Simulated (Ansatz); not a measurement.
# SiSSe: the cell at several levels of theory

An exercise on one series of results from a longer session: the logs are not shown, and one member is left open.

Program: Ansatz 0.2.0. PAW datasets, plane waves, zero pressure. No spin polarisation and no zero-point or thermal motion; the cell was built from a prototype and may be hypothetical.

1 further run of the same task is left out (for a known fault of the program).

### The structure to begin with

The sheet's in-plane cell has a = 2.956 Å, b = 2.956 Å (γ = 120.0°), and its outermost atoms lie 2.89 Å apart along the normal. Si has 3 S at 2.23 Å and 3 Se at 2.23 Å; S has 3 Si at 2.23 Å; Se has 3 Si at 2.23 Å.

Coordinates:

```
CELL_PARAMETERS angstrom
2.95581 0.00000 0.00000
-1.47791 2.55981 0.00000
0.00000 0.00000 18.00000
ATOMIC_POSITIONS crystal
Si 0.33333 0.66667 0.50000
S 0.66667 0.33333 0.58017
Se 0.66667 0.33333 0.41983
```
Two periodic directions, a and b.

Set-up of the first run:

File input.yaml:

```yaml
crystal:
  lattice:
    - [2.955811335, 0.0, 0.0]
    - [-1.4779056675, 2.5598077049, 0.0]
    - [0.0, 0.0, 18.0]
  atoms:
    - { symbol: Si, position: [0.3333333333, 0.6666666667, 0.5] }
    - { symbol: S, position: [0.6666666667, 0.3333333333, 0.5801663617] }
    - { symbol: Se, position: [0.6666666667, 0.3333333333, 0.4198336383] }
  periodic: [true, true, false]
kpoints:
  mp_grid: { grid: [12, 12, 1] }
hamiltonian:
  xc: pbe
scf:
  occupations: { method: fermi_dirac, width: 0.02 }
relax:
  f_tol: 0.005
  cell: {}
output:
  write_density: true
  write_potential: true
  elf: true
  volumetric_format: npy
```

The run is started by

```
> ansatz run input.yaml --threads 4 --pin off --max-ram 5529MiB --backend cpu --events-out ev --progress --plain --runs-dir out
```

Steps of the session up to this table: Relaxation with PBE; Relaxation with r2SCAN; Relaxing with PBEsol; Relaxation with LDA; HSE06: cell and atoms.

One table of the session follows, with a row left open; its other results are not shown here.

```
 level  a (Å)  area (Å²/atom)
   PBE  3.342           3.224
r2SCAN      ?               ?
PBEsol  3.299           3.142
   LDA  3.246           3.041
 HSE06  3.306           3.156
```

Q: Estimate the row for r2SCAN from the others.

As computed: a (Å): 3.335; area (Å²/atom): 3.210. In the column «a (Å)» it lies between HSE06 (3.306) and PBE (3.342).

In words: From the start to the first minimum the area moved by +27.8 %. LDA gives the smallest cell and PBE the largest; they differ by 6.0 % in area, a mean of 3.0 % in length. The meshes differ: PBE 12×12×1, r2SCAN 12×12×1, PBEsol 12×12×1, LDA 12×12×1, HSE06 6×6×1.

Caveats from the session: Warnings in the runs' records: slab cell height set, xc potential rough in thin density, filled band counts differ across k points.
